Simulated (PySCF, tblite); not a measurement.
# C5H9OS radical: geometry, infrared bands and EPR parameters

What infrared bands and EPR parameters should C5H9OS radical (`CC(=O)CC[CH]S`) show?

Computed with tblite 0.8.0 and PySCF 2.14.0, with density-fitted response routines of our own, on a single molecule in the gas phase. Atoms are numbered from 0 throughout.

## Step 1: The starting structure

16 atoms, charge 0, multiplicity 2; geometry from: force field or distance geometry start.

Bonds of the start (Å): C0–C1 1.49, C1–O2 1.25, C1–C3 1.48, C3–C4 1.49, C4–C5 1.48, C5–S6 1.80, C0–H7 1.13, C0–H8 1.11, C0–H9 1.11, C3–H10 1.10, C3–H11 1.12, C4–H12 1.11, C4–H13 1.12, C5–H14 1.09, S6–H15 1.40.

## Step 2: Relaxing the molecule with GFN2-xTB

The job: settings as JSON, then the geometry in Å.

```
{"job": {"kind": "relax", "xc": "GFN2-xTB", "basis": "xTB"}, "charge": 0, "multiplicity": 2}
C     -2.429200     0.246500     0.854100
C     -1.157600    -0.247300     0.257100
O     -0.773500    -1.422100     0.421500
C     -0.335400     0.713000    -0.516600
C      0.929400     0.149600    -1.060600
C      1.893600    -0.382600    -0.072000
S      3.091100     0.806000     0.556300
H     -2.709300     1.178400     0.286700
H     -2.310100     0.458900     1.936300
H     -3.273100    -0.466400     0.728600
H     -0.923500     1.140900    -1.337400
H     -0.061000     1.552700     0.166400
H      0.692500    -0.673100    -1.764900
H      1.423200     0.962000    -1.652500
H      1.517500    -1.089500     0.663000
H      4.417800     0.349400     0.522600
```

Started as:

```
$ OMP_NUM_THREADS=1 python probes_run.py task.json out
```

One launch serves the whole session: the jobs run in the order shown.

**Question.** This job is followed by: GFN2-xTB harmonic vibrations, gas phase; UKS B3LYP, pcH-1 on C H O S, non-relativistic, mean-field spin-orbit, GIAO. Predict these results of the whole session: strongest single infrared mode (GFN2-xTB); zero-point energy (GFN2-xTB); g(iso) (B3LYP); ⟨S²⟩; largest a(iso) (averaged by class); surface potential, 1st and 99th percentile.

As calculated:

```
                                 quantity                  value
strongest single infrared mode (GFN2-xTB)  1776 cm⁻¹, 283 km/mol
             zero-point energy (GFN2-xTB)          77.9 kcal/mol
                           g(iso) (B3LYP)                2.00442
                                     ⟨S²⟩     0.754 (exact 0.75)
       largest a(iso) (averaged by class)   13C on C5, 140.8 MHz
    surface potential, 1st and 99th percentile     -1.60 V and 1.23 V
```

Relaxing lowered the energy by 0.718 eV in 109 steps; the close pair that moved most is S6–H15, from 1.403 to 1.333 Å. All 42 modes are real, so the xTB geometry is a minimum. The strongest single mode, at 1776 cm⁻¹, moves mainly C1 and O2. GFN2-xTB is a fitted tight-binding method: band positions and strengths are rough. Its intensities can rank the bands wrongly. C5 carries the largest spin population, 0.87 e. The isotropic g lies 2.1 ppt above the free-electron value.
